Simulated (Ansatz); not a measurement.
# HfC+ (quartet): wave-function methods side by side, def2-SVP

One table from this session's results is given with a row withheld; the runs are named, their logs left out.

Computed with Ansatz 0.2.0, Gaussian basis. Level: def2-SVP, core rule «outside noble gas», up to 5 orbitals frozen.

To be run: UHF; CCSD(T) on ROHF; CCSD(T) on UHF; CISD as a restricted active space (open shells left free, so some higher excitations enter); CCSDT(Q) on ROHF; CCSDT(Q) on UHF.

17 further runs of the same task are left out: 6 for a known fault of the program, 5 that didn't finish, 6 set aside as unsound or not needed. Runs told in other sessions of the task aren't counted.

**The system**

The geometry is a PBE0/def2-TZVP stationary point (not a proven minimum) of the parent state, kept for this charge and spin. No spin-orbit coupling is included. Elements past krypton take def2 core potentials.

2 atoms, charge 1, spin multiplicity 4.

Atoms are counted from 1 here; the program's logs count them from 0.

Bond lengths: Hf1–C2 2.077 Å.

Coordinates:

```xyz
2
CHf
Hf    0.0000    0.0000    0.0000
C     0.0000    0.0000    2.0774
```

The first run:

in.yaml

```yaml
crystal:
  periodic: [false, false, false]
  atoms:
    - {symbol: Hf, position_ang: [0.000000, 0.000000, 0.000000]}
    - {symbol: C, position_ang: [0.000000, 0.000000, 2.077400]}
basis:
  gaussian: {orbitals: def2-SVP}
total_charge: 1
magnetization: {spin_polarized: true, initial_magnetization: 3}
hamiltonian: {xc: hf}
output: {orbitals: {seedname: orbitals}}
```

On the command line:

```
$ ansatz run in.yaml --threads 1 --pin off --events-out ev --progress --plain --max-ram 2393MiB
```

Steps of the session up to this table: UHF; CCSD(T) on ROHF; CCSD(T) on UHF; CISD as a restricted active space (open shells left free, so some higher excitations enter); CCSDT(Q) on ROHF; CCSDT(Q) on UHF.

One of the session's tables, all rows but one given; the rest of the session is left out.

```
   method  from RCCSDT(Q) (kJ/mol)
     RMP2                        ?
     UMP2                   +131.7
    RCCSD                    +38.5
    UCCSD                    +32.6
 RCCSD(T)                     +9.5
 UCCSD(T)                     +9.4
   RCCSDT                     +3.7
   UCCSDT                     +1.2
RCCSDT(Q)                        0
UCCSDT(Q)                     -2.4
```

Q: Estimate the row for RMP2 from the others.

The run gave: from RCCSDT(Q) (kJ/mol): +102.3. In the column «from RCCSDT(Q) (kJ/mol)» it lies between RCCSD (+38.5) and UMP2 (+131.7).

Not comparable, so not listed: CISD as a restricted active space (open shells left free, so some higher excitations enter) (they don't share determinant, frozen orbitals or solution with the rows shown, or repeat one).

Left out of the table: ROHF, UHF (another determinant or state than the rows shown).

Caveats from the session: The determinant of HF (⟨S²⟩ 4.64) is far from a pure spin state, so its energy mixes those of several spin states; that is harmless only where they are near-degenerate. The determinant of CCSD(T) (⟨S²⟩ 4.46) is far from a pure spin state, so its energy mixes those of several spin states; high orders of coupled cluster remove much of that, low ones don't. The determinant of CCSDT(Q) (⟨S²⟩ 4.46) is far from a pure spin state, so its energy mixes those of several spin states; high orders of coupled cluster remove much of that, low ones don't. Warnings: spin contamination; coupled cluster took another determinant than the lowest; large T1 diagnostic. Restricted and unrestricted rows rest on different reference determinants; a gap between their highest levels can come from leftover correlation error, from unlike frozen cores or from another state.
